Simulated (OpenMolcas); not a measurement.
**Pt⁶⁺ among point charges: CASSCF and CASPT2 levels and susceptibility**

Aim: the splitting of the states of Pt⁶⁺ in the field of 6 point charges, its lowest levels with spin-orbit coupling and its magnetic susceptibility.

Method: state-averaged CASSCF and CASPT2, spin-orbit coupling by RASSI with atomic mean-field integrals. Code: OpenMolcas 26.06.

### Step 1. The system

* Species: Pt⁶⁺ (platinum, Z = 78, 72 electrons)
* Basis: ANO-RCC-VDZP [7s6p4d2f], 59 functions
* Scalar Hamiltonian: DKH2, point nucleus
* Inactive shells: 1s 2s 2p 3s 3p 3d 4s 4p 4d 4f 5s 5p
* Active space: 4 electrons in 5 orbitals (5d)
* Some configurations of this space: 5d⁴
* Orbitals: optimised for each spin and parity, averaged over all roots

The outer shells:

5d4
```
5d [↑ ][↑ ][↑ ][↑ ][  ]
```

The ion sits among 6 point charges of -1.5 e arranged as a tetragonal octahedron (D4h), 2.21 Å from the ion, with the axial distance 2.298 Å.

The work runs as a chain of OpenMolcas steps in one folder; each step below is one input file. Labels, J, g values, rates, χT and fits are worked out afterwards by a script from the matrices that RASSI stores. The input lists half of the charges; inversion (Group=XYZ) makes the rest.

### Step 2. One- and two-electron integrals

The input, a.inp:

```
&GATEWAY
Coord
1

Pt 0.0 0.0 0.0
Basis=ANO-RCC-VDZP
Group=XYZ
NoMove
AngMom=0.0 0.0 0.0
AMFI
XField
3 Angstrom 0
2.210000 0.000000 0.000000 -1.500000
0.000000 2.210000 0.000000 -1.500000
0.000000 0.000000 2.298400 -1.500000
&SEWARD
```

The run is started by

```
OMP_NUM_THREADS=1 MOLCAS_MEM=1689 MOLCAS_PROJECT=a pymolcas a.inp > a.log
```

### Step 3. Reference wave functions, quintets of even parity, 5 roots

The input, a.inp:

```
&RASSCF
FileOrb=start.orb
Symmetry=1
Spin=5
nActEl=4 0 0
Inactive=15 19
Ras2=5 0
CIRoot=5 5 1
SDav=5
CIMx=300
Iter=120 100
PrWF=0.3
OrbListing=Nothing
MaxOrb=0
>>> COPY $Project.JobIph JOB001
```

start.orb holds the contracted functions of the basis, ordered by shell, or the orbitals of the step before.

### Step 4. CASSCF: triplets of even parity, 45 roots

The input, a.inp:

```
&RASSCF
FileOrb=start.orb
Symmetry=1
Spin=3
nActEl=4 0 0
Inactive=15 19
Ras2=5 0
CIRoot=45 45 1
SDav=45
CIMx=300
Iter=120 100
PrWF=0.3
OrbListing=Nothing
MaxOrb=0
>>> COPY $Project.JobIph JOB002
```

### Step 5. Reference wave functions, singlets of even parity, 50 roots

The input, a.inp:

```
&RASSCF
FileOrb=start.orb
Symmetry=1
Spin=1
nActEl=4 0 0
Inactive=15 19
Ras2=5 0
CIRoot=50 50 1
SDav=50
CIMx=300
Iter=120 100
PrWF=0.3
OrbListing=Nothing
MaxOrb=0
>>> COPY $Project.JobIph JOB003
```

### Step 6. RASSI: spin-orbit coupling between the states

The input, a.inp:

```
&RASSI
NrOfJobIphs=3 5 45 50
1 2 3 4 5
1 2 3 4 5 6 7 8 9 10 11 12 13 14 15 16 17 18 19 20 21 22 23 24 25 26 27
28 29 30 31 32 33 34 35 36 37 38 39 40 41 42 43 44 45
1 2 3 4 5 6 7 8 9 10 11 12 13 14 15 16 17 18 19 20 21 22 23 24 25 26 27
28 29 30 31 32 33 34 35 36 37 38 39 40 41 42 43 44 45 46 47 48 49 50
IphNames
JOB001
JOB002
JOB003
EJob
SpinOrbit
DIPRint=1.0
SOCoupling=1000.0
Subsets=2
Property=9
'ANGMOM' 1 'ANGMOM' 2 'ANGMOM' 3 'MLTPL  1' 1 'MLTPL  1' 2 'MLTPL  1' 3
'AMFI' 1 'AMFI' 2 'AMFI' 3
SOProperty=3
'ANGMOM' 1 'ANGMOM' 2 'ANGMOM' 3
```

### Step 7. CASPT2: IPEA 0.25, imaginary shift 0.1 (closed shells correlated: 5s 5p)

The input, a.inp:

```
>>> COPY JOB001 $Project.JobIph
&CASPT2
Multistate=5 1 2 3 4 5
NoMult
Frozen=14 16
IPEA=0.25
Imaginary=0.1
MaxIter=60
WThr=0.0 0.3 0.05
PrWF=0.5
NoMix
>>> COPY JOB002 $Project.JobIph
&CASPT2
Multistate=45 1 2 3 4 5 6 7 8 9 10 11 12 13 14 15 16 17 18 19 20 21 22
23 24 25 26 27 28 29 30 31 32 33 34 35 36 37 38 39 40 41 42 43 44 45
NoMult
Frozen=14 16
IPEA=0.25
Imaginary=0.1
MaxIter=60
WThr=0.0 0.3 0.05
PrWF=0.5
NoMix
>>> COPY JOB003 $Project.JobIph
&CASPT2
Multistate=50 1 2 3 4 5 6 7 8 9 10 11 12 13 14 15 16 17 18 19 20 21 22
23 24 25 26 27 28 29 30 31 32 33 34 35 36 37 38 39 40 41 42 43 44 45 46
47 48 49 50
NoMult
Frozen=14 16
IPEA=0.25
Imaginary=0.1
MaxIter=60
WThr=0.0 0.3 0.05
PrWF=0.5
NoMix
```

(Steps that only read results are left out.)

Before running it: what results should come out? Wanted: spin-free ground state; first state of the same spin within the active space; lowest level; next level.

**Answer**, as computed:

| quantity | value |
| --- | --- |
| method | SS-CASPT2, IPEA 0.25, imaginary shift 0.1 (closed shells correlated: 5s 5p) |
| spin-free ground state | 5B1, 1-fold in its orbital part |
| first state of the same spin within the active space | 5A1 at 1260 cm⁻¹ |
| lowest level | 1-fold A1 |
| next level | 7536.6 cm⁻¹ |
| χT at 300 K | 0.03 cm³ K/mol |
| effective moment at 300 K | 0.48 μB |

Cost by method:

```tsv
method	time of its own steps	time with the reference
A. CASSCF	33 s	33 s
B. SS-CASPT2, IPEA 0.25, imaginary shift 0.1, +5s 5p	8.8 s	41 s
```

Times are of one thread on a shared host.

**Reading.** The spin-free ground state (5B1) comes to 100 % from free-ion D terms and keeps the highest spin of the shell. χT at 300 K is 0.03, against 3.01 cm³ K/mol for the spin alone, so spin-orbit coupling lowers it. An active space of the d shell alone favours high spin; real ions in strong fields can be low spin. The field of point charges can differ much from that of real complexes. With metal d orbitals alone active, the gaps between spin states are rough; where two lie within a few thousand cm-1, their order is open. This is an electrostatic model: the charges have no orbitals.
